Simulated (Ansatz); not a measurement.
# FGeH₅OSi: how energies converge with the basis set

An exercise on one series of results from a longer session: the logs are not shown, and one member is left open.

Computed with Ansatz 0.2.0, Gaussian basis. Level: one geometry, several basis sets.

Levels to be run: PBE0-D4/def2-SVP; ωB97M-V/def2-SVP; PBE0-D4/def2-QZVPP; ωB97M-V/def2-QZVPP; the functionals' def2-TZVPP values are taken from earlier runs.

**The geometry**

An earlier PBE0-D4 in a triple-zeta def2 set relaxation fixed the geometry.

SMILES `[OH][GeH]([F])[SiH3]`, 9 atoms, charge 0, spin multiplicity 1.

Atoms are counted from 1 here; the program's logs count them from 0.

Bond lengths: O1–Ge2 1.770 Å, O1–H5 0.960 Å, Ge2–F3 1.749 Å, Ge2–Si4 2.381 Å, Ge2–H6 1.543 Å, Si4–H7 1.484 Å, Si4–H8 1.485 Å, Si4–H9 1.483 Å. Angles: Ge2–O1–H5 113.4°, O1–Ge2–F3 106.7°, O1–Ge2–Si4 106.9°, O1–Ge2–H6 110.3°, F3–Ge2–Si4 108.2°, F3–Ge2–H6 103.8°, Si4–Ge2–H6 120.2°, Ge2–Si4–H7 108.6°, Ge2–Si4–H8 108.8°, Ge2–Si4–H9 108.8°, H7–Si4–H8 109.7°, H7–Si4–H9 110.4°, H8–Si4–H9 110.5°.

Set-up of the first run:

Input file in.yaml:

```yaml
crystal:
  periodic: [false, false, false]
  atoms:
    - {symbol: O, position_ang: [-0.798026, 0.416757, 1.786092]}
    - {symbol: Ge, position_ang: [-0.741836, 0.451231, 0.017481]}
    - {symbol: F, position_ang: [-0.479162, 2.117067, -0.444668]}
    - {symbol: Si, position_ang: [1.166849, -0.812964, -0.638445]}
    - {symbol: H, position_ang: [-1.565767, 0.863053, 2.151910]}
    - {symbol: H, position_ang: [-2.130732, 0.122278, -0.568261]}
    - {symbol: H, position_ang: [1.310790, -0.720792, -2.112936]}
    - {symbol: H, position_ang: [0.962770, -2.229249, -0.242871]}
    - {symbol: H, position_ang: [2.363615, -0.253681, 0.034600]}
basis:
  gaussian: {orbitals: def2-SVP}
hamiltonian: {xc: pbe0, dispersion: d4}
output: {orbitals: {seedname: orbitals}}
```

Steps of the session up to this table: PBE0-D4 in def2-SVP; ωB97M-V in def2-SVP; PBE0-D4 in def2-QZVPP; ωB97M-V in def2-QZVPP.

One table of the session follows, with a row left open; its other results are not shown here.

```
functional       basis  HOMO (eV)  LUMO (eV)
   PBE0-D4    def2-SVP      -8.48       0.00
   PBE0-D4  def2-TZVPP      -8.56      -0.29
   PBE0-D4  def2-QZVPP      -8.59      -0.45
   ωB97M-V    def2-SVP          ?          ?
   ωB97M-V  def2-TZVPP     -10.65       1.45
   ωB97M-V  def2-QZVPP     -10.68       1.09
```

Estimate the missing values for ωB97M-V, def2-SVP.

The run gave: HOMO (eV): -10.54; LUMO (eV): 1.92. In the column «HOMO (eV)» it lies between ωB97M-V, def2-TZVPP (-10.65) and PBE0-D4, def2-QZVPP (-8.59).
